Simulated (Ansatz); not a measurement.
# Co (sc type): how the settings move a single-point run

Aim: see which settings change the result for Co (sc type), by how much, and at what cost.

Program: Ansatz 0.2.0. Level of theory: reference: DFT, LDA, PAW with Ansatz's default frozen-core files, scalar-relativistic. These are calculated values, not measurements.

2 further runs of the same task are left out: 1 that didn't finish, 1 set aside as unsound or not needed. Runs told in other sessions of the task aren't counted.

### Step 1. The structure to begin with

It takes space group Pm-3m (No. 221, cubic). Conventional cell: a = 2.255 Å, b = 2.255 Å, c = 2.255 Å, α = 90.00°, β = 90.00°, γ = 90.00°. Co (site symmetry m-3m) has 6 Co at 2.26 Å in its first shell of neighbours.

As a file:

```xyz
1
Lattice="2.2554 0.0000 0.0000 0.0000 2.2554 0.0000 0.0000 0.0000 2.2554" Properties=species:S:1:pos:R:3 pbc="T T T"
Co    0.0000    0.0000    0.0000
```

### Step 2. Baseline

The input, input.yaml:

```yaml
crystal:
  lattice:
    - [2.2554270947, 0.0, 0.0]
    - [0.0, 2.2554270947, 0.0]
    - [0.0, 0.0, 2.2554270947]
  atoms:
    - { symbol: Co, position: [0.0, 0.0, 0.0], spin: 1.7 }
magnetization:
  spin_polarized: true
kpoints:
  mp_grid: { grid: [17, 17, 17] }
  band_path:
    path:
      - [0.0, 0.0, 0.0]
      - [0.0, 0.5, 0.0]
      - [0.5, 0.5, 0.0]
      - [0.0, 0.0, 0.0]
      - [0.5, 0.5, 0.5]
      - [0.0, 0.5, 0.0]
      - [0.5, 0.5, 0.5]
      - [0.5, 0.5, 0.0]
    npoints: 8
scf:
  occupations: { method: fermi_dirac, width: 0.05 }
hamiltonian:
  xc: lda
  pseudopotentials: { kind: paw }
output:
  forces: true
  stress: true
  eigenvalues: true
  populations: true
  dos: { projected: true, de: 0.2, e_range: [-14, 8] }
```

Command:

```
$ ansatz run input.yaml --threads 1 --pin off --max-ram 3072MiB --backend cpu --events-out ev --progress --plain --runs-dir out
```

### Step 3. Changed: occupations.width 0.3, xc pbesol, ecutwfc 200 eV

Edit input.yaml of step 2 so:

```diff
@@ -23,5 +23,5 @@
 scf:
-  occupations: { method: fermi_dirac, width: 0.05 }
+  occupations: { method: fermi_dirac, width: 0.3 }
 hamiltonian:
-  xc: lda
+  xc: pbesol
   pseudopotentials: { kind: paw }
@@ -32,2 +32,3 @@
   populations: true
-  dos: { projected: true, de: 0.2, e_range: [-14, 8] }
+basis:
+  ecutwfc: "200 eV"
```

What does the calculation give? Wanted: for each run, ending; energy change; pressure; abs. moment; force.

**Answer**, as computed:

```tsv
run	ending	energy change	pressure (GPa)	abs. moment (μB)	force (eV/Å)	cycles	time
reference	converged	-	0.0	1.57	0.00	11	6.5 s
1: occupations.width 0.3, xc pbesol, ecutwfc 200 eV	converged	not comparable	-19.0	0.00	0.00	13	8.3 s
```

Times don't compare one to one where runs were asked for different outputs or read a saved state (see the inputs); cycles may leave out searches for a lower state.

Residual by cycle in the longest SCF loop of each run; runs are numbered as in the table. The quantity is the density residual dr2, in eV.

```tsv
cycle	reference	run 1
1	1.02	10.5
2	0.019	0.333
3	0.0189	0.584
4	0.06	0.0312
5	0.00254	0.00147
6	1.1e-4	2.1e-4
8	1.3e-7	2.0e-6
9	6.9e-8	3.5e-6
10	1.7e-8	7.4e-7
11	1.0e-10	3.6e-10
12	-	2.7e-9
13	-	9.8e-13
```

A change of functional puts the total energy on another scale; the pressure goes from 0.0 to -19.0 GPa and the absolute moment goes from 1.57 to 0.00 μB. The smearing and cutoff changed too. The cutoff is under what these potentials recommend, as the log warns, so basis error is mixed in. Run 1 ran under the cutoff that the potentials recommend, as the log warns, so basis error is mixed into its values.
